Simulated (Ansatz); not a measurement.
Crystal: HfIn4SiO6.

```
Hf In Si O
1.0
     5.27743    0.00000    0.00000
    -2.63872    4.57039    0.00000
     0.00000    0.00000   10.55905
Hf In Si O
1 4 1 6
Direct
  0.66667 0.33333 0.00000
  0.00000 0.00000 0.30446
  0.00000 0.00000 0.69554
  0.33333 0.66667 0.78919
  0.33333 0.66667 0.21081
  0.00000 0.00000 0.00000
  0.97300 0.70496 0.89972
  0.29504 0.02700 0.10028
  0.29504 0.26804 0.89972
  0.73196 0.70496 0.10028
  0.73196 0.02700 0.89972
  0.97300 0.26804 0.10028
```

The cell was built by a generator and needn't be a form met in nature.

Base run:

```yaml
Program: Ansatz 0.2.0
Functional: PBE
Potentials_or_basis: Ansatz PAW
Cutoff: "420 eV (not typed: the program's choice for these potentials)"
k_mesh: 6 × 6 × 3
Occupations: fermi-dirac, width 0.05 eV
Spin: no spin polarisation
Hubbard_terms: Hf d U = 6 eV
```

Its results: band gap on the k mesh none (metal or under the smearing width); pressure 1.1 GPa; largest force 0.404 eV/Å.

Q: After a change of settings the same cell gave: band gap on the k mesh none (metal or under the smearing width); pressure 1.5 GPa; largest force 0.564 eV/Å. Which change was it?
A. hubbard terms from Hf d U = 6 eV to Hf d U = 4 eV
B. potentials or basis from Ansatz PAW to PseudoDojo standard (PBE files); cutoff from 420 eV (not typed: the program's choice for these potentials) to 1143 eV; hubbard terms from Hf d U = 6 eV to none; hubbard projectors from ortho-atomic (the default) to none; valence electrons from 118 to 104
C. potentials or basis from Ansatz PAW to Ansatz NC; cutoff from 420 eV (not typed: the program's choice for these potentials) to 1240 eV (not typed: the program's choice for these potentials); hubbard terms from Hf d U = 6 eV to none; hubbard projectors from ortho-atomic (the default) to none
D. hubbard terms from Hf d U = 6 eV to Hf d U = 8 eV

A: D.

Caveats: U without spin polarisation on a metal has little footing.
